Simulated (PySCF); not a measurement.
**[Nd(H2O)2]3+: forces at shaken geometries**

Aim: move all atoms of relaxed [Nd(H2O)2]3+ at random and read energies and forces. It is a constructed species; whether it can be made isn't addressed.

Computed with PySCF 2.14.0. Level: BP86, Nd lcecp-1-SVP with ECP49, O def2-SVP, H def2-SVP; scalar-relativistic core potentials, no spin–orbit coupling.

3 further runs of the same task are left out: 2 for a known fault of the program, 1 that didn't finish.

**1. Starting geometry**

7 atoms, charge 3, spin multiplicity 1.

Bond lengths: Nd1–O2 2.292 Å, Nd1–O5 2.292 Å, O2–H3 1.006 Å, O2–H4 1.005 Å, O5–H6 1.005 Å, O5–H7 1.007 Å. Angles: O2–Nd1–O5 114.7°, Nd1–O2–H3 127.6°, Nd1–O2–H4 130.0°, H3–O2–H4 102.5°, Nd1–O5–H6 129.9°, Nd1–O5–H7 127.6°, H6–O5–H7 102.5°.

Coordinates:

```
Nd    0.1538    1.0522   -0.0064
O     0.0672   -0.1737    1.9282
H     0.1128    0.1678    2.8736
H    -0.0290   -1.1650    2.0602
O    -0.0876   -0.1741   -1.9275
H     0.0571   -1.1552   -2.0890
H    -0.3549    0.1594   -2.8390
```

Formal oxidation states: Nd +3. Each metal's 3 4f electrons lie in its core potential, so multiplicities, spins and levels count the valence alone. An earlier session relaxed this geometry at BP86, Nd lcecp-1-SVP with ECP49, O def2-SVP, H def2-SVP (singlet, point group C1).

Its energy there is -185.540284 Eh.

**2. Atoms moved at random, σ = 0.03 Å**

File run.py (the lines that set the calculation):

```python
mol = gto.M(atom='''
Nd     0.15378     1.01804    -0.01057
O      0.04646    -0.11477     1.91110
H      0.05384     0.15525     2.88636
H     -0.04469    -1.18187     2.09841
O     -0.06663    -0.21417    -1.94175
H      0.09785    -1.12270    -2.09830
H     -0.32121     0.17160    -2.84523''',
    basis={'Nd': 'lcecp-1-SVP', 'O': 'def2-SVP', 'H': 'def2-SVP'},
    ecp={'Nd': 'lcecp-1-SVP'},
    charge=3, spin=0)
mf = dft.RKS(mol, xc='B88,P86')
mf.grids.atom_grid = (50, 194)  # f atoms: unpruned, at least (60, 302)
mf = mf.density_fit()  # fitting sets: Nd AutoAux, O def2-universal-JKFIT, H def2-universal-JKFIT
mf.conv_tol = 1e-08; mf.max_cycle = 55
mf.kernel(dm0)  # dm0: the density of the relaxed state
```

The run is started by

```console
$ OMP_NUM_THREADS=2 python run.py
```

What it wrote:

```text
init E= -185.516174377649
  HOMO = -0.893721444102251  LUMO = -0.71776053033723  gap/eV = 4.78814
cycle= 1 E= -185.528237712391  delta_E= -0.0121  |g|= 0.103  |ddm|= 0.182
  HOMO = -0.881914515697616  LUMO = -0.713169852779762  gap/eV = 4.59178
cycle= 2 E= -185.519159686464  delta_E= 0.00908  |g|= 0.24  |ddm|= 0.236
  HOMO = -0.903813848279413  LUMO = -0.712689422664995  gap/eV = 5.20076
cycle= 3 E= -185.530582668506  delta_E= -0.0114  |g|= 0.0139  |ddm|= 0.156
  HOMO = -0.901211970335731  LUMO = -0.713548141713557  gap/eV = 5.10659
cycle= 4 E= -185.530606825794  delta_E= -2.42e-05  |g|= 0.0101  |ddm|= 0.0174
  HOMO = -0.90227889590968  LUMO = -0.713454837811429  gap/eV = 5.13816
cycle= 5 E= -185.530626474779  delta_E= -1.96e-05  |g|= 0.00105  |ddm|= 0.00687
  HOMO = -0.902104199982519  LUMO = -0.713464219560601  gap/eV = 5.13316
cycle= 6 E= -185.530626709753  delta_E= -2.35e-07  |g|= 0.000166  |ddm|= 0.00104
  HOMO = -0.902119806990995  LUMO = -0.713456491091195  gap/eV = 5.13379
cycle= 7 E= -185.530626717499  delta_E= -7.75e-09  |g|= 1.6e-05  |ddm|= 0.000214
  HOMO = -0.90212342961517  LUMO = -0.713457605819607  gap/eV = 5.13386
Extra cycle  E= -185.530626717427  delta_E= 7.24e-11  |g|= 2.56e-05  |ddm|= 2.93e-05
converged SCF energy = -185.530626717427
```

Wall time 2.4 s (2 threads of Arm Neoverse V2, shared host).

Result: E = -185.530627 Eh (+0.263 eV from the relaxed state), HOMO -24.55 eV, LUMO -19.41 eV, Mulliken charge on Nd1 +2.14 e, largest force component 3.646 eV/Å. 

```
atom      Fx      Fy  Fz (eV/Å)
 Nd1   0.025   0.303     -0.323
  O2  -0.270  -2.931      1.279
  H3   0.052   0.470     -0.183
  H4   0.190   2.160     -0.727
  O5  -0.628   3.646      0.380
  H6   0.533  -3.310     -0.691
  H7   0.097  -0.338      0.266
```

**3. Atoms moved at random, σ = 0.1 Å**

File run.py (the lines that set the calculation):

```python
mol = gto.M(atom='''
Nd     0.08826     1.14669     0.06950
O      0.10400    -0.20562     1.73137
H      0.09062     0.15493     2.95704
H     -0.04359    -1.04530     1.95360
O      0.00855    -0.20812    -1.96708
H     -0.06286    -1.24160    -1.96634
H     -0.26558     0.11042    -2.77808''',
    basis={'Nd': 'lcecp-1-SVP', 'O': 'def2-SVP', 'H': 'def2-SVP'},
    ecp={'Nd': 'lcecp-1-SVP'},
    charge=3, spin=0)
mf = dft.RKS(mol, xc='B88,P86')
mf.grids.atom_grid = (50, 194)  # f atoms: unpruned, at least (60, 302)
mf = mf.density_fit()  # fitting sets: Nd AutoAux, O def2-universal-JKFIT, H def2-universal-JKFIT
mf.conv_tol = 1e-08; mf.max_cycle = 55
mf.kernel(dm0)  # dm0: the density of the relaxed state
```

The run is started by

```console
$ OMP_NUM_THREADS=2 python run.py
```

What it wrote:

```text
init E= -185.340985235002
  HOMO = -0.908880830770311  LUMO = -0.745528180659563  gap/eV = 4.44505
cycle= 1 E= -185.465956517978  delta_E= -0.125  |g|= 0.223  |ddm|= 0.564
  HOMO = -0.856596482886761  LUMO = -0.713912131033394  gap/eV = 3.88264
cycle= 2 E= -185.433021499041  delta_E= 0.0329  |g|= 0.461  |ddm|= 0.416
  HOMO = -0.871013676175384  LUMO = -0.710956733519277  gap/eV = 4.35537
cycle= 3 E= -185.474521223769  delta_E= -0.0415  |g|= 0.0638  |ddm|= 0.329
  HOMO = -0.870337533567408  LUMO = -0.712857332351398  gap/eV = 4.28525
cycle= 4 E= -185.475376316714  delta_E= -0.000855  |g|= 0.0037  |ddm|= 0.0488
  HOMO = -0.870362558681812  LUMO = -0.713319362638093  gap/eV = 4.27336
cycle= 5 E= -185.475377970385  delta_E= -1.65e-06  |g|= 0.0028  |ddm|= 0.00491
  HOMO = -0.870805855503715  LUMO = -0.713209124867371  gap/eV = 4.28843
cycle= 6 E= -185.475379456589  delta_E= -1.49e-06  |g|= 0.00102  |ddm|= 0.00273
  HOMO = -0.870645244919164  LUMO = -0.713167438795417  gap/eV = 4.28519
cycle= 7 E= -185.47537968808  delta_E= -2.31e-07  |g|= 0.000116  |ddm|= 0.00083
  HOMO = -0.870640651458125  LUMO = -0.713178216096089  gap/eV = 4.28477
cycle= 8 E= -185.475379690941  delta_E= -2.86e-09  |g|= 2.31e-05  |ddm|= 0.000103
  HOMO = -0.87064587309716  LUMO = -0.713177020161764  gap/eV = 4.28495
Extra cycle  E= -185.475379690521  delta_E= 4.2e-10  |g|= 5.15e-05  |ddm|= 5.23e-05
converged SCF energy = -185.475379690521
```

Run time: 2.5 s. Hardware: 2 threads of Arm Neoverse V2, shared host.

Result: E = -185.475380 Eh (+1.766 eV from the relaxed state), HOMO -23.69 eV, LUMO -19.41 eV, Mulliken charge on Nd1 +2.13 e, largest force component 7.834 eV/Å. 

| atom | Fx | Fy | Fz (eV/Å) |
| --- | --- | --- | --- |
| Nd1 | 0.138 | 0.370 | -2.229 |
| O2 | 0.883 | 7.834 | 3.969 |
| H3 | 0.220 | -0.893 | -3.828 |
| H4 | -1.168 | -7.828 | 1.285 |
| O5 | 1.028 | -2.226 | 5.773 |
| H6 | 0.182 | 1.423 | -0.476 |
| H7 | -1.283 | 1.319 | -4.495 |

**4. Atoms moved at random, σ = 0.03 Å**

File run.py (the lines that set the calculation):

```python
mol = gto.M(atom='''
Nd     0.13956     1.01756     0.00500
O      0.04964    -0.16154     1.90746
H      0.14637     0.19711     2.85018
H     -0.03713    -1.13957     2.05349
O     -0.04841    -0.18429    -1.87372
H      0.07769    -1.18191    -2.09179
H     -0.40833     0.16403    -2.85062''',
    basis={'Nd': 'lcecp-1-SVP', 'O': 'def2-SVP', 'H': 'def2-SVP'},
    ecp={'Nd': 'lcecp-1-SVP'},
    charge=3, spin=0)
mf = dft.RKS(mol, xc='B88,P86')
mf.grids.atom_grid = (50, 194)  # f atoms: unpruned, at least (60, 302)
mf = mf.density_fit()  # fitting sets: Nd AutoAux, O def2-universal-JKFIT, H def2-universal-JKFIT
mf.conv_tol = 1e-08; mf.max_cycle = 55
mf.kernel(dm0)  # dm0: the density of the relaxed state
```

The run is started by

```console
$ OMP_NUM_THREADS=2 python run.py
```

What it wrote:

```text
init E= -185.469062213633
  HOMO = -0.914225003336036  LUMO = -0.723256823466135  gap/eV = 5.19651
cycle= 1 E= -185.530444297974  delta_E= -0.0614  |g|= 0.121  |ddm|= 0.186
  HOMO = -0.868070126486259  LUMO = -0.70939697646658  gap/eV = 4.31772
cycle= 2 E= -185.51624004956  delta_E= 0.0142  |g|= 0.294  |ddm|= 0.285
  HOMO = -0.904365303605605  LUMO = -0.70803441672029  gap/eV = 5.34244
cycle= 3 E= -185.533627668914  delta_E= -0.0174  |g|= 0.0125  |ddm|= 0.195
  HOMO = -0.904397967340522  LUMO = -0.709320455661825  gap/eV = 5.30833
cycle= 4 E= -185.533655613148  delta_E= -2.79e-05  |g|= 0.00818  |ddm|= 0.0187
  HOMO = -0.904853584080809  LUMO = -0.709263860433665  gap/eV = 5.32227
cycle= 5 E= -185.533668471339  delta_E= -1.29e-05  |g|= 0.00133  |ddm|= 0.0058
  HOMO = -0.904928150371366  LUMO = -0.709286948854261  gap/eV = 5.32367
cycle= 6 E= -185.533668808993  delta_E= -3.38e-07  |g|= 0.000226  |ddm|= 0.001
  HOMO = -0.904939998940037  LUMO = -0.709282350759861  gap/eV = 5.32412
cycle= 7 E= -185.533668820852  delta_E= -1.19e-08  |g|= 3.35e-05  |ddm|= 0.00022
  HOMO = -0.90494449175149  LUMO = -0.709283273975232  gap/eV = 5.32421
cycle= 8 E= -185.533668821096  delta_E= -2.44e-10  |g|= 5.37e-06  |ddm|= 2.78e-05
  HOMO = -0.904946160427529  LUMO = -0.709282571096026  gap/eV = 5.32428
Extra cycle  E= -185.533668821076  delta_E= 2.03e-11  |g|= 1.11e-05  |ddm|= 1.27e-05
converged SCF energy = -185.533668821076
```

It took 2.5 s on 2 threads of Arm Neoverse V2, shared host.

It gives: E = -185.533669 Eh (+0.180 eV from the relaxed state), HOMO -24.62 eV, LUMO -19.30 eV, Mulliken charge on Nd1 +2.12 e, largest force component 2.932 eV/Å. 

| atom | Fx | Fy | Fz (eV/Å) |
| --- | --- | --- | --- |
| Nd1 | 0.090 | 0.553 | -0.162 |
| O2 | 0.156 | 0.332 | 0.603 |
| H3 | -0.065 | -0.123 | -0.180 |
| H4 | -0.089 | -0.539 | 0.114 |
| O5 | -0.990 | -0.247 | -2.932 |
| H6 | 0.004 | 0.753 | 0.300 |
| H7 | 0.895 | -0.728 | 2.257 |

**5. The displacements side by side**

| σ (Å) | energy rise (eV) | harmonic estimate −½ F·u (eV) | largest force component (eV/Å) |
| --- | --- | --- | --- |
| 0.03 | 0.263 | 0.262 | 3.65 |
| 0.1 | 1.766 | 1.611 | 7.83 |
| 0.03 | 0.180 | 0.171 | 2.93 |

Every displacement raises the energy. For a harmonic well the rise equals −½ F·u; the two differ by at most 9 % here (a move with σ = 0.1 Å), from anharmonicity, the grid and the small forces left at the relaxed point. These are double-zeta-type bases without diffuse functions. Spin–orbit coupling is left out.
